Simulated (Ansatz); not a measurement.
**AlH₅O₃Si: up Jacob's ladder to CCSD(T)**

The task here is to estimate one member of a computed series from the others.

Computed with Ansatz 0.2.0, Gaussian basis. Level: functionals in def2-TZVPP, the program's frozen cores in correlated methods.

Levels to be run: LDA (SPW92), PBE-D4, revPBE-D4, BLYP-D4, r2SCAN-D4, B97M-V, PBE0-D4, B3LYP-D4, r2SCANh-D4, r2SCAN0-D4, HSE06-D4, BHLYP-D4, CAM-B3LYP-D4, LC-ωPBE, ωB97X-V, ωB97M-V, B2PLYP, PBE-QIDH; CCSD(T)/def2-SVP; CCSD(T)/def2-TZVPP; MP2/def2-QZVPP; extrapolation to the limit; RPA on PBE.

## Structure used throughout

An earlier PBE0-D4 in a triple-zeta def2 set relaxation fixed the geometry.

SMILES `[OH][Al]([OH])[O][SiH3]`, 10 atoms, charge 0, spin multiplicity 1.

Atoms are counted from 1 here; the program's logs count them from 0.

Bond lengths: O1–Al2 1.684 Å, O1–H6 0.955 Å, Al2–O3 1.684 Å, Al2–O4 1.679 Å, O3–H7 0.955 Å, O4–Si5 1.621 Å, Si5–H8 1.488 Å, Si5–H9 1.487 Å, Si5–H10 1.488 Å. Angles: Al2–O1–H6 122.5°, O1–Al2–O3 116.6°, O1–Al2–O4 121.6°, O3–Al2–O4 121.7°, Al2–O3–H7 122.5°, Al2–O4–Si5 178.1°, O4–Si5–H8 110.3°, O4–Si5–H9 110.1°, O4–Si5–H10 110.3°, H8–Si5–H9 108.8°, H8–Si5–H10 108.6°, H9–Si5–H10 108.7°.

Set-up of the first run:

in.yaml reads:

```yaml
crystal:
  periodic: [false, false, false]
  atoms:
    - {symbol: O, position_ang: [0.325758, 1.394363, -2.268100]}
    - {symbol: Al, position_ang: [0.865807, 0.534301, -0.924359]}
    - {symbol: O, position_ang: [2.533629, 0.376745, -0.748864]}
    - {symbol: O, position_ang: [-0.205876, -0.132309, 0.183278]}
    - {symbol: Si, position_ang: [-1.203821, -0.766102, 1.292587]}
    - {symbol: H, position_ang: [-0.601479, 1.536179, -2.447471]}
    - {symbol: H, position_ang: [2.931119, -0.091447, -0.017552]}
    - {symbol: H, position_ang: [-2.429113, 0.067850, 1.420065]}
    - {symbol: H, position_ang: [-1.601649, -2.142966, 0.894846]}
    - {symbol: H, position_ang: [-0.531373, -0.827712, 2.618470]}
basis:
  gaussian: {orbitals: def2-TZVPP}
hamiltonian: {xc: lda}
output: {orbitals: {seedname: orbitals}}
```

Launch:

```
> ansatz run in.yaml --threads 4 --pin off --events-out ev --progress --plain --max-ram 10444MiB
```

Among the steps run: LDA; PBE-D4 (GGA); revPBE-D4 (GGA); BLYP-D4 (GGA); r2SCAN-D4 (meta-GGA); B97M-V (meta-GGA); PBE0-D4 (hybrid); B3LYP-D4 (hybrid); r2SCANh-D4 (hybrid); r2SCAN0-D4 (hybrid); HSE06-D4 (hybrid); BHLYP-D4 (hybrid); CAM-B3LYP-D4 (range-separated); LC-ωPBE (range-separated); ωB97X-V (range-separated); ωB97M-V (range-separated); B2PLYP (double hybrid); PBE-QIDH (double hybrid).

One of the session's tables, all rows but one given; the rest of the session is left out.

It belongs to the step «Frontier levels by functional». 

```
  functional  HOMO (eV)  gap (eV)
 LDA (SPW92)      -7.35      5.54
      PBE-D4      -7.22      5.66
   revPBE-D4      -7.17      5.74
     BLYP-D4      -7.14      5.61
   r2SCAN-D4      -7.59      6.51
      B97M-V      -7.69      6.23
     PBE0-D4          ?         ?
    B3LYP-D4      -8.52      7.50
  r2SCANh-D4      -8.15      7.34
  r2SCAN0-D4      -8.99      8.57
    HSE06-D4      -8.33      7.25
    BHLYP-D4     -10.17     10.19
CAM-B3LYP-D4     -10.19     10.32
     LC-ωPBE     -11.54     12.99
     ωB97X-V     -11.20     12.41
     ωB97M-V     -11.06     11.92
```

Q: Estimate the row for PBE0-D4 from the others.

The run gave: HOMO (eV): -8.73; gap (eV): 8.03. In the column «HOMO (eV)» it lies between r2SCAN0-D4 (-8.99) and B3LYP-D4 (-8.52).
